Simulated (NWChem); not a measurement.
# One shape, several levels: SiH3I (SMILES [SiH3]I)

Aim: a comparison of 6 runs (BLYP/def2-TZVP, PBE/def2-TZVP, SVWN5/def2-TZVP, TPSS/def2-TZVP, r2SCAN/def2-TZVP, CCSD(T)/def2-TZVP) of SiH3I. 

Program for the calculation: NWChem 7.3.0.

### 1 Starting point

SiH3I has 5 atoms, charge 0, and is taken as a singlet. SMILES: `[SiH3]I`. Geometry: relaxed at PBE0-D4/def2-TZVP.

Bond lengths: Si1–I2 2.439 Å, Si1–H3 1.481 Å, Si1–H4 1.481 Å, Si1–H5 1.481 Å. Angles: I2–Si1–H3 108.5°, I2–Si1–H4 108.5°, I2–Si1–H5 108.4°, H3–Si1–H4 110.5°, H3–Si1–H5 110.5°, H4–Si1–H5 110.5°.

### 2 Energy and forces at BLYP/def2-TZVP (core potential) (run 1)

Input file nw.nw:

```
START nw
memory stack 880 mb heap 220 mb global 1100 mb

GEOMETRY units angstroms noautosym nocenter noautoz
   Si   -0.165600    0.069300   -0.077300
   I     1.907700   -0.923300    0.737800
   H    -1.144400    0.089000    1.033900
   H    -0.671300   -0.755700   -1.198400
   H     0.123500    1.447000   -0.537300
END

BASIS spherical bse
   * library def2-TZVP
END

ECP bse
   I library def2-TZVP
END

DFT
   xc becke88 lyp
   grid fine
   convergence energy 1e-08
   iterations 100
   mulliken
   print low
END

TASK dft gradient
```

Started as:

```console
$ nwchem nw.nw > nw.out
```

The log of the run:

```text
[...]
 d= 0,ls=0.0,diis     1   -588.9348059021 -6.93D+02  9.45D-03  6.22D-01     4.5
[...]
 d= 0,ls=0.0,diis    10   -588.9745489322 -8.39D-10  1.98D-07  1.40D-09    31.8
         Total DFT energy =     -588.974548932173
      One electron energy =    -1127.963778565022
           Coulomb energy =      479.285042418053
    Exchange-Corr. energy =      -44.187088076490
 Nuclear repulsion energy =      103.891275291287
[...]
      Total Density - Mulliken Population Analysis
     ---------------------------------------------
    Atom       Charge   Shell Charges
 -----------   ------   -------------------------------------------------------
    1 Si  14    13.75   2.00  0.57  1.40  0.97  0.38  4.13  1.67  0.63  1.37  0.35  0.11  0.15  0.02
    2 I   25    25.14   0.19 -0.79  1.65  0.97  1.22  0.70 -0.49  6.44  1.47  2.64  1.10  9.16  0.83  0.05  0.00  0.01
    3 H    1     1.04   0.26  0.53  0.24  0.01
    4 H    1     1.04   0.26  0.53  0.24  0.01
    5 H    1     1.04   0.26  0.53  0.24  0.01
[...]
                         DFT ENERGY GRADIENTS
    atom               coordinates                        gradient
                 x          y          z           x          y          z
   1 Si     -0.312939   0.130958  -0.146076    0.005710  -0.002739   0.002244
   2 I       3.605030  -1.744784   1.394240   -0.008379   0.004013  -0.003293
   3 H      -2.162602   0.168186   1.953788    0.001390  -0.000278  -0.000741
   4 H      -1.268573  -1.428066  -2.264648    0.000979   0.000447   0.001178
   5 H       0.233381   2.734434  -1.015350    0.000299  -0.001443   0.000612
 Task  times  cpu:       45.6s     wall:       45.6s
 Total times  cpu:       45.6s     wall:       45.6s
```

It took 46 s on 1 thread of Intel Xeon Platinum 8488C (Sapphire Rapids), shared host; peak memory 0.14 GiB.

### 3 Energy and gradient at PBE/def2-TZVP (core potential) (run 2)

Input file h3isi.nw:

```
start h3isi
title "H3ISi gradient"
memory total 2200 mb
charge 0
geometry units angstroms noautosym nocenter noautoz
  Si      -0.165600       0.069300      -0.077300
  I        1.907700      -0.923300       0.737800
  H       -1.144400       0.089000       1.033900
  H       -0.671300      -0.755700      -1.198400
  H        0.123500       1.447000      -0.537300
end
basis spherical bse
  * library def2-TZVP
end
ecp bse
  I library def2-TZVP
end
dft
  xc xpbe96 cpbe96
  grid fine
  convergence energy 1e-08
  maxiter 100
  mulliken
end
task dft gradient
```

Started as:

```console
$ nwchem h3isi.nw > h3isi.out
```

The log of the run:

```text
[...]
          Wavefunction type:  closed shell.
          No. of atoms     :     5
          No. of electrons :    42
[...]
          Charge           :     0
          Spin multiplicity:     1
[...]
          AO basis - number of functions:   105
[...]
              XC Information
              --------------
          PerdewBurkeErnzerhof Exchange Functional  1.000
            Perdew 1991 LDA Correlation Functional  1.000 local
           PerdewBurkeErnz. Correlation Functional  1.000 non-local
[...]
 d= 0,ls=0.0,diis     1   -588.8330601728 -6.93D+02  8.81D-03  5.33D-01     4.2
[...]
 d= 0,ls=0.0,diis    10   -588.8690375769 -8.05D-10  1.27D-07  6.83D-10    34.8
         Total DFT energy =     -588.869037576936
      One electron energy =    -1128.037869105014
           Coulomb energy =      479.348447951457
    Exchange-Corr. energy =      -44.070891714666
 Nuclear repulsion energy =      103.891275291287
[...]
      Total Density - Mulliken Population Analysis
     ---------------------------------------------
    Atom       Charge   Shell Charges
 -----------   ------   -------------------------------------------------------
    1 Si  14    13.87   2.00  0.57  1.40  0.95  0.41  4.13  1.68  0.61  1.47  0.37  0.11  0.16  0.02
    2 I   25    25.13   0.19 -0.79  1.63  0.98  1.20  0.73 -0.49  6.44  1.43  2.73  1.03  9.16  0.83  0.05  0.00  0.01
    3 H    1     1.00   0.25  0.53  0.22  0.01
    4 H    1     1.00   0.25  0.53  0.22  0.01
    5 H    1     1.00   0.25  0.53  0.22  0.01
[...]
  wavefunction    = closed shell
                         DFT ENERGY GRADIENTS
    atom               coordinates                        gradient
                 x          y          z           x          y          z
   1 Si     -0.312939   0.130958  -0.146076    0.000108  -0.000057   0.000042
   2 I       3.605030  -1.744784   1.394240   -0.003668   0.001758  -0.001441
   3 H      -2.162602   0.168186   1.953788    0.002510  -0.000177  -0.002423
   4 H      -1.268573  -1.428066  -2.264648    0.001429   0.001746   0.002663
   5 H       0.233381   2.734434  -1.015350   -0.000379  -0.003269   0.001159
[...]
```

It took 49 s on 1 thread of Intel Xeon Platinum 8488C (Sapphire Rapids), shared host; peak memory 0.14 GiB.

### 4 Energy and forces at SVWN5/def2-TZVP (core potential) (run 3)

Input file h3isi.nw:

```
start h3isi
title "H3ISi"
memory stack 880 mb heap 220 mb global 1100 mb

geometry units angstrom noautosym nocenter noautoz
 Si      -0.165600       0.069300      -0.077300
 I        1.907700      -0.923300       0.737800
 H       -1.144400       0.089000       1.033900
 H       -0.671300      -0.755700      -1.198400
 H        0.123500       1.447000      -0.537300
end

basis spherical bse
 * library def2-TZVP
end

ecp bse
 I library def2-TZVP
end

dft
 xc slater vwn_5
 grid fine
 convergence energy 1e-08
 iterations 100
 mulliken
 noprint "final vectors analysis"
end

task dft gradient
```

Started as:

```console
$ nwchem h3isi.nw > h3isi.out
```

The log of the run:

```text
[...]
          Wavefunction type:  closed shell.
          No. of atoms     :     5
          No. of electrons :    42
[...]
          Charge           :     0
          Spin multiplicity:     1
[...]
          AO basis - number of functions:   105
[...]
              XC Information
              --------------
                        Slater Exchange Functional  1.000 local
                      VWN V Correlation Functional  1.000 local
[...]
 d= 0,ls=0.0,diis     1   -587.3970960063 -6.91D+02  9.24D-03  7.91D-01     4.6
[...]
 d= 0,ls=0.0,diis    10   -587.4419721011 -1.25D-10  1.16D-07  1.03D-10    26.2
         Total DFT energy =     -587.441972101115
      One electron energy =    -1127.841897063591
           Coulomb energy =      479.093373277214
    Exchange-Corr. energy =      -42.584723606025
 Nuclear repulsion energy =      103.891275291287
[...]
      Total Density - Mulliken Population Analysis
     ---------------------------------------------
    Atom       Charge   Shell Charges
 -----------   ------   -------------------------------------------------------
    1 Si  14    13.95   2.01  0.56  1.40  0.97  0.43  4.12  1.67  0.64  1.46  0.40  0.11  0.16  0.02
    2 I   25    25.12   0.19 -0.79  1.63  0.99  1.22  0.69 -0.49  6.42  1.49  2.66  1.06  9.12  0.87  0.04  0.00  0.01
    3 H    1     0.98   0.23  0.51  0.22  0.01
    4 H    1     0.98   0.23  0.51  0.22  0.01
    5 H    1     0.98   0.23  0.51  0.22  0.01
[...]
  wavefunction    = closed shell
                         DFT ENERGY GRADIENTS
    atom               coordinates                        gradient
                 x          y          z           x          y          z
   1 Si     -0.312939   0.130958  -0.146076   -0.004902   0.002342  -0.001928
   2 I       3.605030  -1.744784   1.394240    0.002476  -0.001184   0.000974
   3 H      -2.162602   0.168186   1.953788    0.002194   0.000022  -0.002706
   4 H      -1.268573  -1.428066  -2.264648    0.001062   0.002035   0.002617
   5 H       0.233381   2.734434  -1.015350   -0.000830  -0.003215   0.001043
[...]
```

Wall time 40 s (1 thread of Intel Xeon Platinum 8488C (Sapphire Rapids), shared host); peak memory 0.13 GiB.

Runs 4 to 5 aren't shown in full; the table further down has their settings and results.

### 5 The energy at CCSD(T)/def2-TZVP (core potential) (run 6)

Input file h3isi.nw:

```
START h3isi
memory 2200 mb
charge 0

GEOMETRY units bohr noautosym nocenter noautoz
Si  -0.31293865   0.13095802  -0.14607583
I    3.60503053  -1.74478413   1.39423993
H   -2.16260258   0.16818563   1.95378784
H   -1.26857315  -1.42806603  -2.26464779
H    0.23338118   2.73443370  -1.01534985
END

BASIS "ao basis" spherical bse
* library def2-TZVP
END

ECP bse
I library def2-TZVP
END

SCF
thresh 1e-08
maxiter 80
END

CCSD
freeze core 9
maxiter 60
END

TASK ccsd(t)
```

Started as:

```console
$ nwchem h3isi.nw > h3isi.out
```

The log of the run:

```text
[...]
  functions       =   105
[...]
  wavefunction    = RHF
[...]
         Total SCF energy =   -587.385274860924
      One-electron energy =  -1127.569777125169
      Two-electron energy =    436.293234504585
 Nuclear repulsion energy =    103.891267759660
        Time for solution =     33.8s
[...]
 Total MP2 energy:           -588.002334419762064
[...]
             energy      energy      error      ampl     ampl      Block
                                                time     time      time
[...]
 Total CCSD energy:           -587.997435718967722
[...]
 Total CCSD+T(CCSD) energy:           -588.011893005281081
[...]
 Total CCSD(T) energy:                -588.011592961640417
[...]
```

It took 4 min on 1 thread of Intel Xeon Platinum 8488C (Sapphire Rapids), shared host; peak memory 0.37 GiB.

### 6 All runs side by side

| run | level | task | integration grid | energy (Eh) | largest force (eV/Å) | wall time |
| --- | --- | --- | --- | --- | --- | --- |
| 1 | BLYP/def2-TZVP (core potential) | gradient | fine | -588.974549 | 0.507 | 46 s |
| 2 | PBE/def2-TZVP (core potential) | gradient | fine | -588.869038 | 0.222 | 49 s |
| 3 | SVWN5/def2-TZVP (core potential) | gradient | fine | -587.441972 | 0.296 | 40 s |
| 4 | TPSS/def2-TZVP (core potential) | gradient | fine | -588.960882 | 0.180 | 44 s |
| 5 | r2SCAN/def2-TZVP (core potential) | gradient | fine | -589.127316 | 0.064 | 38 s |
| 6 | CCSD(T)/def2-TZVP (core potential) | energy | – | -588.011593 | – | 4 min |

### 7 Outcome

| quantity | value |
| --- | --- |
| run 6: total energy | -588.01159 Eh |
| run 6: HOMO energy (Hartree–Fock orbitals) | -10.23 eV |
| run 6: LUMO energy (Hartree–Fock orbitals) | 2.34 eV |
| run 6: HOMO–LUMO gap (Hartree–Fock orbitals) | 12.58 eV |
| run 6: correlation energy (9 core orbitals frozen) | -626.3 mEh |
| run 6: (T) correction | -14.16 mEh |

What this shows: Over runs 2, 3, 4, 5 the dipole moment (its size) runs from 1.03 D (PBE/def2-TZVP) to 1.12 D (SVWN5/def2-TZVP). Over runs 2, 4, 5 the HOMO–LUMO gap runs from 4.97 eV (PBE/def2-TZVP) to 5.62 eV (r2SCAN/def2-TZVP). Totals of different functionals can't be ranked against each other. All runs together took 7.6 min, the longest 4 min.
